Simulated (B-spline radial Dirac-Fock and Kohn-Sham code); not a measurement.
# Inner shells of Sb²⁺

Aim: for the Sb²⁺ ion, compute its X-ray form factor and Compton profile and the binding energy of each subshell.

The numbers are computed with B-spline radial Dirac-Fock and Kohn-Sham code (version 2): a free atom or ion on a radial basis; each step names its model.

## 1. The system

Sb²⁺, configuration [Kr] 4d10 5s2 5p1.

```
nuclear charge     : 51
electrons          : 49
mass number        : 121
nuclear rms radius : 4.6802 fm
```

Outer shells as boxes (Hund's rule, for the drawing alone; heavy ions are jj-coupled, and the calculation averages over the configuration):

```
[Kr] core
4d [↑↓][↑↓][↑↓][↑↓][↑↓]
5s [↑↓]
5p [↑ ][  ][  ]
```

## 2. X-ray scattering functions

Model: Dirac-Fock average of configuration, finite nucleus; form factor of the spherical density, Waller-Hartree incoherent function, impulse-approximation Compton profiles.

Settings, as recorded:

```ini
task = scatter
Z = 51
charge = 2
configuration = 1s2 2s2 2p6 3s2 3p6 3d10 4s2 4p6 4d10 5s2 5p1
mass_number = 121
rms_radius = 4.6802  # fm
s = [0.0, 0.05, 0.1, 0.15, 0.2, 0.25, 0.3, 0.35, 0.4, 0.45, 0.5, 0.6, 0.7, 0.8, 0.9, 1.0, 1.1, 1.2, 1.4, 1.6, 1.8, 2.0, 2.5, 3.0, 3.5, 4.0, 5.0, 6.0]  # 1/A
pz = [0, 0.1, 0.14, 0.19, 0.27, 0.38, 0.52, 0.73, 1.0, 1.4, 2.0, 2.8, 3.8, 5.3, 7.4, 10.0, 14.0, 20.0, 28.0, 39.0, 54.0]  # a.u.
photon_energy = [1000, 2000, 5000, 8047.8, 20000, 50000, 100000, 500000]  # eV
```

## 3. Hole states by ΔSCF

Model: Dirac-Fock average of configuration, Delta-SCF, finite nucleus, first-order Breit with its frequency dependence, self-energy and vacuum polarisation.

Settings, as recorded:

```ini
task = binding
```

Q: Predict the outcome of this session. Wanted: rms radius of the electron cloud; form factor halves at; Compton profile at zero; deepest level listed, K; least bound, O2,3; Kα1.

As calculated:

```
                          quantity         value
  rms radius of the electron cloud    0.884 bohr
             form factor halves at      0.57 1/Å
           Compton profile at zero  7.637 1/a.u.
      deepest level listed, K (1s)    30519.3 eV
            least bound, O2,3 (5p)      24.04 eV
                               Kα1    26357.0 eV
ionisation energy, NIST (measured)    25.3235 eV
```

The form factor starts at the 49 electrons and halves by s = 0.57 1/Å. Incoherent scattering outweighs coherent from 100 keV on, among the energies asked. For K (1s), relaxation takes off 65.4 eV, Breit terms shift it by -67.87 and QED by -34.49 eV. NIST's ionisation energy differs by +1.29 eV from the least binding energy; the calculation averages open shells over their j components and terms. The Hartree-Fock and Dirac-Fock values hold no electron correlation.
